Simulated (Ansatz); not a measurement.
**SiEt2F2 (C4H10F2Si): the relaxed shape and its frontier levels**

What does SiEt2F2 (C4H10F2Si) look like as a singlet, and where do its frontier electrons sit?

Method: RKS PBE0-D4/def2-TZVP; program: Ansatz 0.2.0, Gaussian basis.

Plan: relaxation at PBE0-D4/def2-SVP; a single point at PBE0-D4/def2-TZVP.

2 further runs of the same task are left out: 2 set aside as unsound or not needed.

### Step 1. The system as given

17 atoms, charge 0, spin multiplicity 1.

Atoms are counted from 1 here; the program's logs count them from 0.

Bond lengths: Si1–C2 1.892 Å, Si1–C9 1.892 Å, Si1–F16 1.609 Å, Si1–F17 1.610 Å, C2–C3 1.530 Å, C2–H4 1.091 Å, C2–H5 1.091 Å, C3–H6 1.088 Å, C3–H7 1.087 Å, C3–H8 1.087 Å, C9–C10 1.530 Å, C9–H11 1.091 Å, C9–H12 1.091 Å, C10–H13 1.088 Å, C10–H14 1.087 Å, C10–H15 1.087 Å. Angles: C2–Si1–C9 117.4°, C2–Si1–F16 109.6°, C2–Si1–F17 109.4°, C9–Si1–F16 109.4°, C9–Si1–F17 109.6°, F16–Si1–F17 99.9°, Si1–C2–C3 112.5°, Si1–C2–H4 110.3°, Si1–C2–H5 109.9°, C3–C2–H4 108.9°, C3–C2–H5 108.9°, H4–C2–H5 106.2°, C2–C3–H6 110.6°, C2–C3–H7 110.6°, C2–C3–H8 110.5°, H6–C3–H7 108.4°, H6–C3–H8 108.5°, H7–C3–H8 108.2° and more.

The start is a GFN2-xTB geometry.

### Step 2. Optimising with PBE0-D4/def2-SVP

in.yaml

```yaml
crystal:
  periodic: [false, false, false]
  atoms:
    - {symbol: Si, position_ang: [-0.275100, -0.021900, -0.195040]}
    - {symbol: C, position_ang: [-0.412410, -0.040060, 1.691800]}
    - {symbol: C, position_ang: [-1.856490, 0.104430, 2.175100]}
    - {symbol: H, position_ang: [0.186450, 0.764320, 2.122000]}
    - {symbol: H, position_ang: [-0.000560, -0.970900, 2.084800]}
    - {symbol: H, position_ang: [-1.900010, 0.086330, 3.262150]}
    - {symbol: H, position_ang: [-2.282410, 1.042960, 1.830450]}
    - {symbol: H, position_ang: [-2.469990, -0.707300, 1.792400]}
    - {symbol: C, position_ang: [1.462630, -0.040350, -0.943090]}
    - {symbol: C, position_ang: [1.441550, -0.029370, -2.472430]}
    - {symbol: H, position_ang: [2.006910, -0.922940, -0.603890]}
    - {symbol: H, position_ang: [2.030270, 0.822550, -0.591640]}
    - {symbol: H, position_ang: [2.454990, -0.037530, -2.868700]}
    - {symbol: H, position_ang: [0.916120, -0.901790, -2.852700]}
    - {symbol: H, position_ang: [0.934860, 0.858790, -2.840750]}
    - {symbol: F, position_ang: [-1.098410, 1.228800, -0.785200]}
    - {symbol: F, position_ang: [-1.138430, -1.236050, -0.805280]}
basis:
  gaussian: {orbitals: def2-SVP}
hamiltonian: {xc: pbe0, dispersion: d4}
scf: {lower_state_search: "off"}
output: {orbitals: {seedname: orbitals}}
relax: {f_tol: 0.02, max_steps: 100}
```

The run is started by

```
$ ansatz run in.yaml --threads 4 --pin off --events-out ev --progress --plain --max-ram 4787MiB
```

Further steps of the session: Single point, PBE0-D4/def2-TZVP.

Q: Predict the results of all the runs planned. Wanted: point group; commonest bond, hydrogen aside; HOMO, LUMO at PBE0-D4/def2-TZVP; dipole at PBE0-D4/def2-SVP.

As calculated:

| quantity | value |
| --- | --- |
| point group | Cs |
| commonest bond, hydrogen aside | C–Si, 2 of mean length 1.856 Å |
| HOMO, LUMO at PBE0-D4/def2-TZVP | -8.31, 0.80 eV |
| dipole at PBE0-D4/def2-SVP | 2.43 D |

What this shows: The molecule keeps its bonding pattern by the stored test; the atoms moved 0.06 Å (rms). No usable vibrations, so a minimum isn't proven. The point group is read from a loosely relaxed geometry; soft torsions can leave it below the true symmetry.
